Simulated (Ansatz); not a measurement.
# B2W: further runs on the relaxed cell

One table from this session's results is given with a row withheld; the runs are named, their logs left out.

Computed with Ansatz 0.2.0 (DFT PBEsol, scalar-relativistic, plane waves, PAW, unless a step's input says otherwise).

2 further runs of the same task are left out: 2 set aside as unsound or not needed.

### The starting structure

It takes space group P6/mmm (No. 191, hexagonal). Conventional cell: a = 3.010 Å, b = 3.010 Å, c = 3.317 Å, α = 90.00°, β = 90.00°, γ = 120.00°. B (site symmetry -6m2) is surrounded by 3 B at 1.74 Å and 6 W at 2.40 Å. W (site symmetry 6/mmm) has 12 B at 2.40 Å as nearest neighbours.

Structure file:

```
CELL_PARAMETERS angstrom
3.00986 0.00000 0.00000
-1.50493 2.60662 0.00000
0.00000 0.00000 3.31703
ATOMIC_POSITIONS crystal
B 0.33333 0.66667 0.50000
B 0.66667 0.33333 0.50000
W 0.00000 0.00000 0.00000
```

It is the result of an earlier relaxation at this level (volume 8.67 Å³/atom; gap on the mesh: none (metal)).

Set-up of the first run:

input.yaml reads:

```yaml
crystal:
  lattice:
    - [3.0098598483, 0.0, 0.0]
    - [-1.5049299242, 2.6066150905, 0.0]
    - [0.0, 0.0, 3.3170253441]
  atoms:
    - { symbol: B, position: [0.3333333333, 0.6666666667, 0.5] }
    - { symbol: B, position: [0.6666666667, 0.3333333333, 0.5] }
    - { symbol: W, position: [0.0, 0.0, 0.0] }
basis:
  ecutwfc: 420
kpoints:
  mp_grid: { grid: [18, 18, 12] }
  band_path:
    path:
      - [[0.0, 0.0, 0.0], [0.5, 0.0, 0.0], [0.33333333, 0.33333333, 0.0], [0.0, 0.0, 0.0], [0.0, 0.0, 0.5], [0.5, 0.0, 0.5], [0.33333333, 0.33333333, 0.5], [0.0, 0.0, 0.5]]
      - [[0.5, 0.0, 0.5], [0.5, 0.0, 0.0]]
      - [[0.33333333, 0.33333333, 0.5], [0.33333333, 0.33333333, 0.0]]
    npoints: 14
hamiltonian:
  xc: pbesol
scf:
  occupations: { method: gaussian, width: 0.1 }
  n_extra_bands: 7
output:
  forces: true
  stress: true
  eigenvalues: true
  populations: true
  dos: { projected: true, de: 0.02, nscf_kmesh: { grid: [27, 27, 18] } }
  bader: true
  write_density: true
  write_potential: true
  elf: true
  volumetric_format: npy
```

Run with:

```
> ansatz run input.yaml --threads 1 --pin off --max-ram 2560MiB --backend cpu --events-out ev --progress --plain --runs-dir out
```

Among the steps run: Electronic structure at the relaxed geometry; The cell scaled to 0.97 of its volume; The cell scaled to 1.03 of its volume; Point at V/V0 = 0.94; Volume × 1.06.

One of the session's tables, all rows but one given; the rest of the session is left out.

It belongs to the step «Fit of the equation of state». 

| volume (Å³/atom) | energy above the lowest point (meV/atom) | pressure (GPa) |
| --- | --- | --- |
| 8.154 | 36.5 | 23.74 |
| 8.414 | 8.7 | 10.97 |
| 8.675 | 0.0 | 0.01 |
| 8.935 | ? | ? |
| 9.195 | 29.9 | -17.44 |

**Question.** Estimate the row for volume (Å³/atom) = 8.935.

Worked estimate for «energy above the lowest point (meV/atom)». A straight line through the neighbours (8.675, 0.0) and (9.195, 29.9) gives 0.0 + (29.9 − 0.0) × (8.935 − 8.675) / (9.195 − 8.675) = 14.9; a parabola fitted to 3 rows on both sides gives 7.1.

**Answer.** energy above the lowest point (meV/atom): 7.9; pressure (GPa): -9.39. In «energy above the lowest point (meV/atom)» the line misses by +7.0 and the parabola by -0.8.
